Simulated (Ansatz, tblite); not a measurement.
# The cluster As4P: isomers from a random search

The task here is to estimate one member of a computed series from the others.

Method: relaxed with B3LYP-D4/def2-SVP, doublet; program: Ansatz 0.2.0, Gaussian basis.

2 further runs of the same task are left out: 2 set aside as unsound or not needed.

### Where the work starts

5 atoms, charge 0, spin multiplicity 2.

Atoms are counted from 1 here; the program's logs count them from 0.

Bond lengths: P1–As2 2.249 Å, P1–As4 2.345 Å, P1–As5 2.344 Å, As2–As4 2.460 Å, As2–As5 2.462 Å, As3–As4 2.432 Å, As3–As5 2.429 Å. Angles: As2–P1–As4 64.7°, As2–P1–As5 64.8°, As4–P1–As5 84.6°, P1–As2–As4 59.5°, P1–As2–As5 59.5°, As4–As2–As5 79.8°, As4–As3–As5 81.0°, P1–As4–As2 55.7°, P1–As4–As3 91.1°, As2–As4–As3 91.3°, P1–As5–As2 55.7°, P1–As5–As3 91.2°, As2–As5–As3 91.3°.

As a file:

```xyz
5
As4P
P     0.3866    0.1221   -1.5560
As    1.5257    0.7199    0.2883
As   -1.5680   -0.6867    1.1211
As    0.4938   -1.5076    0.1268
As   -0.8382    1.3522    0.0198
```

A search from random starts with GFN2-xTB found 10 distinct shapes; 3 go on here. The structure above is candidate A, which lies 0.00 eV above the lowest at that level; B lies 0.07 eV above the lowest at that level; C lies 0.76 eV above the lowest at that level.

The first run:

in.yaml reads:

```yaml
crystal:
  periodic: [false, false, false]
  atoms:
    - {symbol: P, position_ang: [0.386630, 0.122140, -1.556030]}
    - {symbol: As, position_ang: [1.525690, 0.719940, 0.288350]}
    - {symbol: As, position_ang: [-1.567980, -0.686690, 1.121070]}
    - {symbol: As, position_ang: [0.493840, -1.507580, 0.126810]}
    - {symbol: As, position_ang: [-0.838180, 1.352190, 0.019810]}
basis:
  gaussian: {orbitals: def2-SVP}
magnetization: {spin_polarized: true, initial_magnetization: 1}
hamiltonian: {xc: {name: B3LYP}, dispersion: d4}
scf: {lower_state_search: "off"}
output: {orbitals: {seedname: orbitals}}
relax: {f_tol: 0.02, max_steps: 100}
```

Run with:

```sh
$ ansatz run in.yaml --threads 4 --pin off --events-out ev --progress --plain --max-ram 8704MiB
```

Among the steps run: Relaxing candidate A; Relaxing candidate B; Relaxing candidate C; Candidate B, PBE0-D4/def2-TZVP; Candidate B, PBE-D4/def2-TZVP; Candidate B, r2SCAN-D4/def2-TZVP; Candidate B, BLYP-D4/def2-TZVP; Candidate B, HSE06-D4/def2-TZVP; Candidate B, MP2/def2-TZVP; Candidate C, PBE0-D4/def2-TZVP; Candidate C, PBE-D4/def2-TZVP; Candidate C, r2SCAN-D4/def2-TZVP; Candidate C, BLYP-D4/def2-TZVP; Candidate C, HSE06-D4/def2-TZVP; Candidate C, MP2/def2-TZVP.

One table of the session follows, with a row left open; its other results are not shown here.

It belongs to the step «B against A». 

| level | B above A (eV) |
| --- | --- |
| GFN1-xTB | ? |
| GFN2-xTB | +0.077 |
| HF/def2-TZVP | +0.029 |
| PBE-D4/def2-TZVP | +0.025 |
| BLYP-D4/def2-TZVP | +0.025 |
| r2SCAN-D4/def2-TZVP | +0.034 |
| PBE0-D4/def2-TZVP | +0.022 |
| HSE06-D4/def2-TZVP | +0.023 |
| MP2/def2-TZVP | -0.003 |

**Question.** Estimate the row for GFN1-xTB.

As computed: B above A (eV): +0.047. In the column «B above A (eV)» it lies between r2SCAN-D4/def2-TZVP (+0.034) and GFN2-xTB (+0.077).

Limits of these values: A random search of this size may have missed the true lowest shape. Only doublets are compared; another spin may lie lower and prefer another shape.
